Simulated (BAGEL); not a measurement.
**CH5GaO (SMILES [CH3][GaH][OH]) at HF/6-31G(d) (density fitting with qzvpp-jkfit, spherical functions)**

Aim: the energy change on altering one bond length of CH5GaO at HF/6-31G* (density fitting with qzvpp-jkfit, spherical functions), from 2 runs. 

The calculation is run with BAGEL 1.2.2.

2 further runs of the same task are left out: 1 that didn't finish, 1 set aside as unsound or not needed. Runs told in other sessions of the task aren't counted.

## Step 1: The structure to begin with

CH5GaO has 8 atoms, charge 0, and is taken as a singlet. SMILES: `[CH3][GaH][OH]`. The shape comes from GFN2-xTB, which is rough for such elements, and wasn't checked as a minimum. This is one conformer, not always the lowest.

Bond lengths: C1–Ga2 2.020 Å, Ga2–O3 1.716 Å, C1–H4 1.090 Å, C1–H5 1.092 Å, C1–H6 1.091 Å, Ga2–H7 1.565 Å, O3–H8 0.952 Å. Angles: C1–Ga2–O3 113.3°, C1–Ga2–H7 130.6°, O3–Ga2–H7 116.2°, Ga2–C1–H4 112.8°, Ga2–C1–H5 107.3°, Ga2–C1–H6 110.3°, Ga2–O3–H8 148.7°, H4–C1–H5 109.6°, H4–C1–H6 108.3°, H5–C1–H6 108.4°.

## Step 2: A single-point energy at HF/6-31G(d) (density fitting with qzvpp-jkfit, spherical functions)

Input file calc.json:

```json
{ "bagel": [

{
  "title": "molecule",
  "basis": "6-31gs.json",
  "df_basis": "qzvpp-jkfit",
  "angstrom": true,
  "geometry": [
    { "atom": "C", "xyz": [   -0.795440,    0.943740,   -0.418960 ] },
    { "atom": "Ga", "xyz": [    0.781230,   -0.258110,   -0.029210 ] },
    { "atom": "O", "xyz": [    0.386530,   -1.586970,    0.981740 ] },
    { "atom": "H", "xyz": [   -0.506800,    1.982800,   -0.576170 ] },
    { "atom": "H", "xyz": [   -1.474040,    0.876310,    0.433320 ] },
    { "atom": "H", "xyz": [   -1.324680,    0.597280,   -1.308140 ] },
    { "atom": "H", "xyz": [    2.271490,   -0.167390,   -0.499100 ] },
    { "atom": "H", "xyz": [    0.661710,   -2.387640,    1.416530 ] }
  ]
},
{
  "title": "hf"
},
{
  "title": "print",
  "file": "orbitals.molden",
  "orbitals": true
}

]}
```

The basis set 6-31G* is read from a file made from the Basis Set Exchange's data (not shown).

Started as:

```
BAGEL_NUM_THREADS=1 BAGEL calc.json > calc.out
```

The log of the run:

```text
* using 1 threads per process

  ===============================================================
  ===============================================================

  *** Geometry ***

  { "atom" : "C", "xyz" : [     -1.503164,      1.783410,     -0.791720 ] },
  { "atom" : "Ga", "xyz" : [      1.476311,     -0.487757,     -0.055199 ] },
  { "atom" : "O", "xyz" : [      0.730436,     -2.998939,      1.855220 ] },
  { "atom" : "H", "xyz" : [     -0.957713,      3.746949,     -1.088804 ] },
  { "atom" : "H", "xyz" : [     -2.785532,      1.655986,      0.818856 ] },
  { "atom" : "H", "xyz" : [     -2.503282,      1.128696,     -2.472026 ] },
  { "atom" : "H", "xyz" : [      4.292494,     -0.316321,     -0.943162 ] },
  { "atom" : "H", "xyz" : [      1.250451,     -4.511986,      2.676854 ] },

  Number of auxiliary basis functions:      508

  Since a DF basis is specified, we compute 2- and 3-index integrals:
    o Being stored without compression. Storage requirement is 0.020 GB

  Number of basis functions:       70
  Number of electrons      :       50

    * METHOD: MOLECULE                             0.45

  *** RHF ***

  === Nuclear Repulsion ===
   190.9441355897

      * DIIS with orbital gradients will be used.

  === RHF iteration (6-31gs.json) ===
      0      -2038.38565064          0.02418125           0.09
      1      -2038.51372052          0.01660645           0.09
      2      -2038.60454600          0.00165906           0.09
      3      -2038.60587716          0.00055977           0.09
      4      -2038.60602342          0.00007808           0.09
      5      -2038.60602783          0.00002106           0.09
      6      -2038.60602810          0.00001119           0.09
      7      -2038.60602816          0.00000225           0.09
      8      -2038.60602816          0.00000069           0.09
      9      -2038.60602816          0.00000025           0.09
     10      -2038.60602816          0.00000007           0.09
     11      -2038.60602816          0.00000003           0.09
     12      -2038.60602816          0.00000001           0.09
    * SCF iteration converged.

    * Permanent dipole moment:
           (   -0.197273,     0.047899,     0.047764) a.u.

    * METHOD: HF                                   1.51

    * METHOD: PRINT                                0.02

  ===============================================================
```

Run time: 2.1 s. Hardware: 1 thread of Arm Neoverse N1, shared host; peak memory 0.11 GiB.

## Step 3: The distorted shape

Input file input.json:

```json
{ "bagel": [

{
  "title": "molecule",
  "basis": "6-31gs.json",
  "df_basis": "qzvpp-jkfit",
  "angstrom": "true",
  "geometry": [
    { "atom": "C", "xyz": [   -2.056762,    1.905209,   -0.730756 ] },
    { "atom": "Ga", "xyz": [    0.781230,   -0.258110,   -0.029210 ] },
    { "atom": "O", "xyz": [    0.386530,   -1.586970,    0.981740 ] },
    { "atom": "H", "xyz": [   -1.768122,    2.944269,   -0.887966 ] },
    { "atom": "H", "xyz": [   -2.735362,    1.837779,    0.121524 ] },
    { "atom": "H", "xyz": [   -2.586002,    1.558749,   -1.619936 ] },
    { "atom": "H", "xyz": [    2.271490,   -0.167390,   -0.499100 ] },
    { "atom": "H", "xyz": [    0.661710,   -2.387640,    1.416530 ] }
  ]
},
{ "title": "hf" },
{ "title": "print", "file": "orbitals.molden", "orbitals": "true" }

]}
```

The basis set 6-31G* is read from a file made from the Basis Set Exchange's data (not shown).

Started as:

```
BAGEL_NUM_THREADS=1 BAGEL input.json > input.out
```

The log of the run:

```text
* using 1 threads per process

  ===============================================================
  ===============================================================

  *** Geometry ***

  { "atom" : "C", "xyz" : [     -3.886717,      3.600323,     -1.380929 ] },
  { "atom" : "Ga", "xyz" : [      1.476311,     -0.487757,     -0.055199 ] },
  { "atom" : "O", "xyz" : [      0.730436,     -2.998939,      1.855220 ] },
  { "atom" : "H", "xyz" : [     -3.341266,      5.563862,     -1.678013 ] },
  { "atom" : "H", "xyz" : [     -5.169085,      3.472899,      0.229647 ] },
  { "atom" : "H", "xyz" : [     -4.886836,      2.945609,     -3.061235 ] },
  { "atom" : "H", "xyz" : [      4.292494,     -0.316321,     -0.943162 ] },
  { "atom" : "H", "xyz" : [      1.250451,     -4.511986,      2.676854 ] },

  Number of auxiliary basis functions:      508

  Since a DF basis is specified, we compute 2- and 3-index integrals:
    o Being stored without compression. Storage requirement is 0.020 GB

  Number of basis functions:       70
  Number of electrons      :       50

    * METHOD: MOLECULE                             0.43

  *** RHF ***

  === Nuclear Repulsion ===
   157.9032830179

      * DIIS with orbital gradients will be used.

  === RHF iteration (6-31gs.json) ===
      0      -2038.06170358          0.02732061           0.10
      1      -2038.14432831          0.02525233           0.09
      2      -2038.43366294          0.00326785           0.09
      3      -2038.44086986          0.00195157           0.09
      4      -2038.44304760          0.00036332           0.09
      5      -2038.44326446          0.00014650           0.09
      6      -2038.44328271          0.00005859           0.09
      7      -2038.44328521          0.00001516           0.09
      8      -2038.44328540          0.00000228           0.09
      9      -2038.44328540          0.00000118           0.09
     10      -2038.44328540          0.00000036           0.09
     11      -2038.44328540          0.00000010           0.09
     12      -2038.44328540          0.00000005           0.09
     13      -2038.44328540          0.00000001           0.09
     14      -2038.44328540          0.00000000           0.09
    * SCF iteration converged.

    * Permanent dipole moment:
           (   -0.513842,     0.314652,    -0.046487) a.u.

    * METHOD: HF                                   1.69

    * METHOD: PRINT                                0.02

  ===============================================================
```

It took 2.3 s on 1 thread of Arm Neoverse N1, shared host; peak memory 0.11 GiB.

## Step 4: What came out

Level: HF/6-31G* (density fitting with qzvpp-jkfit, spherical functions).

```
                                                          quantity           value
                                         first shape: total energy  -2038.60603 Eh
                                        first shape: dipole moment          0.53 D
                                          first shape: HOMO energy       -10.61 eV
                                          first shape: LUMO energy         2.10 eV
                                        first shape: HOMO–LUMO gap        12.71 eV
                                     distorted shape: total energy  -2038.44329 Eh
                                    distorted shape: dipole moment          1.54 D
                                      distorted shape: HOMO energy        -7.05 eV
                                      distorted shape: LUMO energy         0.22 eV
                                    distorted shape: HOMO–LUMO gap         7.27 eV
energy change with the C1–Ga2 bond stretched from 2.020 to 3.637 Å        4.428 eV
```

With the C1–Ga2 bond stretched from 2.020 to 3.637 Å the energy rises by 4.43 eV (102 kcal/mol). The first shape isn't relaxed at this level, so the change isn't measured from a minimum. A restricted reference can't describe the breaking bond well at this length.
